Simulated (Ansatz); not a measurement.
**CuSb2 (CdI2 type): other levels of theory at one geometry**

How much do the gap and the pressure of CuSb2 (CdI2 type) depend on the functional and spin–orbit coupling? The start comes from a prototype table, not from a measured structure.

Program: Ansatz 0.2.0. Level of theory: DFT at several levels, plane waves, PAW. These are calculated values, not measurements.

1 further run of the same task is left out (set aside as unsound or not needed). Runs told in other sessions of the task aren't counted.

## Step 1: The system as given

Symmetry: P-3m1, No. 164, trigonal system. The conventional cell has a = 4.032 Å, b = 4.032 Å, c = 4.961 Å, α = 90.00°, β = 90.00°, γ = 120.00°. Cu (site symmetry -3m) has 6 Sb at 2.66 Å in its first shell of neighbours. Sb (site symmetry 3m) is surrounded by 3 Cu at 2.66 Å.

Structure file:

```cif
data_structure
_symmetry_space_group_name_H-M 'P-3m1'
_symmetry_Int_Tables_number 164
_cell_length_a 4.0320
_cell_length_b 4.0320
_cell_length_c 4.9606
_cell_angle_alpha 90.000
_cell_angle_beta 90.000
_cell_angle_gamma 120.000
_cell_volume 69.84
loop_
_atom_site_label
_atom_site_type_symbol
_atom_site_symmetry_multiplicity
_atom_site_Wyckoff_symbol
_atom_site_fract_x
_atom_site_fract_y
_atom_site_fract_z
_atom_site_occupancy
Cu1 Cu 1 a 0.00000 0.00000 0.00000 1
Sb1 Sb 2 d 0.33333 0.66667 0.25886 1
```

This cell comes from an earlier session at PBE: 23.280 Å³/atom at -0.01 GPa, on a 10×10×8 mesh, metallic.

Levels to run: PBE+SOC; r²SCAN; PBEsol; LDA. Hardware: 2 threads of Arm Neoverse V2, shared host.

## Step 2: PBE+SOC

File input.yaml:

```yaml
crystal:
  lattice:
    - [4.0319689635, 0.0, 0.0]
    - [-2.0159844818, 3.4917875497, 0.0]
    - [0.0, 0.0, 4.9605841529]
  atoms:
    - { symbol: Cu, position: [0.0, 0.0, 0.0] }
    - { symbol: Sb, position: [0.3333333333, 0.6666666667, 0.2588614725] }
    - { symbol: Sb, position: [0.6666666667, 0.3333333333, 0.7411385275] }
basis:
  ecutwfc: 420
  ecutrho_ratio: 4
kpoints:
  mp_grid: { grid: [10, 10, 8] }
hamiltonian:
  xc: pbe
scf:
  occupations: { method: gaussian, width: 0.05 }
output:
  forces: true
  stress: true
  eigenvalues: true
  populations: true
  dos: { projected: true, de: 0.02 }
  write_density: true
  write_potential: true
  elf: true
  volumetric_format: npy
magnetization:
  noncollinear: true
  spin_orbit: true
```

The run is started by

```console
$ ansatz run input.yaml --threads 2 --pin off --max-ram 2662MiB --backend cpu --events-out ev --progress --plain --runs-dir out
```

The runs that follow: r²SCAN; PBEsol; LDA.

What does the calculation give? Wanted: for each run, pressure.

As calculated:

| level | mesh | gap on the mesh (eV) | pressure (GPa) | time |
| --- | --- | --- | --- | --- |
| PBE | 10×10×8 | metal | 0.0 | 31 s* |
| LDA | 10×10×8 | metal | -5.6 | 5.5 s |
| PBEsol | 10×10×8 | metal | -3.7 | 6.4 s |
| PBE+SOC | 10×10×8 | metal | 0.1 | 53 s* |
| r²SCAN | 10×10×8 | metal | -1.8 | 17 s |

Times are on 2 threads of Arm Neoverse V2, shared host. * Includes bands or densities of states.

The pressure runs from -5.6 GPa (LDA) to 0.1 GPa (PBE+SOC); a negative pressure means that level wants a smaller cell, a positive one a larger cell. Every level gives a metal. Total energies of different levels have different zeros and can't be compared.
